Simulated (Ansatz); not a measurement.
# TiCl2F: from a guess to a relaxed structure

The task: take a trial cell of TiCl2F to zero force and stress.

Program: Ansatz 0.2.0. Level of theory: DFT PBE, scalar-relativistic, plane waves, PAW. These are calculated values, not measurements.

## Step 1: The system as given

Symmetry: P4/mmm, No. 123, tetragonal system. The conventional cell has a = 3.666 Å, b = 3.666 Å, c = 7.234 Å, α = 90.00°, β = 90.00°, γ = 90.00°. Around Ti (site symmetry 4/mmm) lie 2 Cl at 2.63 Å. Cl (site symmetry 4mm) has 1 Cl at 1.97 Å and 1 Ti at 2.63 Å as nearest neighbours. F (site symmetry 4/mmm) is surrounded by 8 Cl at 2.77 Å.

Coordinates:

```
Ti Cl F
1.0
     3.66624    0.00000    0.00000
     0.00000    3.66624    0.00000
     0.00000    0.00000    7.23420
Ti Cl F
1 2 1
Direct
  0.00000 0.00000 0.00000
  0.00000 0.00000 0.63621
  0.00000 0.00000 0.36379
  0.50000 0.50000 0.50000
```

A structure generator made this guess: random cell by space group and Wyckoff sites (P4/mmm, No. 123). The dimensions are guesses.

## Step 2: A first look at the guess

File input.yaml:

```yaml
crystal:
  lattice:
    - [3.66624325, 0.0, 0.0]
    - [0.0, 3.66624325, 0.0]
    - [0.0, 0.0, 7.23419767]
  atoms:
    - { symbol: Ti, position: [0.0, 0.0, 0.0], spin: 1.0 }
    - { symbol: Cl, position: [0.0, 0.0, 0.6362111] }
    - { symbol: Cl, position: [0.0, 0.0, 0.3637889] }
    - { symbol: F, position: [0.5, 0.5, 0.5] }
basis:
  ecutwfc: 420
kpoints:
  mp_grid: { grid: [6, 6, 4] }
hamiltonian:
  xc: pbe
scf:
  occupations: { method: gaussian, width: 0.1 }
  lower_state_search: "off"
output:
  forces: true
  stress: true
  eigenvalues: true
  populations: true
magnetization:
  spin_polarized: true
```

Started as:

```bash
$ ansatz run input.yaml --threads 1 --pin off --max-ram 2560MiB --backend cpu --events-out ev --progress --plain --runs-dir out
```

Further runs follow: rough relaxation on the coarse mesh; full relaxation.

Before running it: what results should come out? Wanted: conventional cell; volume; energy over the elements; gap on the mesh; total moment.

**Answer**, as computed:

| quantity | value |
| --- | --- |
| symmetry at the end (tolerance 0.05 Å) | space group P4/mmm (No. 123) |
| conventional cell | a = 3.533 Å, b = 3.533 Å, c = 7.752 Å, α = 90.00°, β = 90.00°, γ = 90.00° |
| volume | 24.18 Å³/atom |
| energy over the elements (uncorrected; H, N, O, F and Cl as molecules) | -0.47 eV/atom |
| gap on the mesh | none (metal) |
| total moment | 0.56 μB/cell |

**Reading.** The space group P4/mmm (No. 123) is kept, and the volume per atom shrinks by 0.5 % from the first guess. A negative formation energy is needed for stability but isn't enough; other structures and compounds were not set against it here. No finished test with a distortion of lower symmetry is shown, so the end may be a saddle point. Other magnetic orders were not searched.
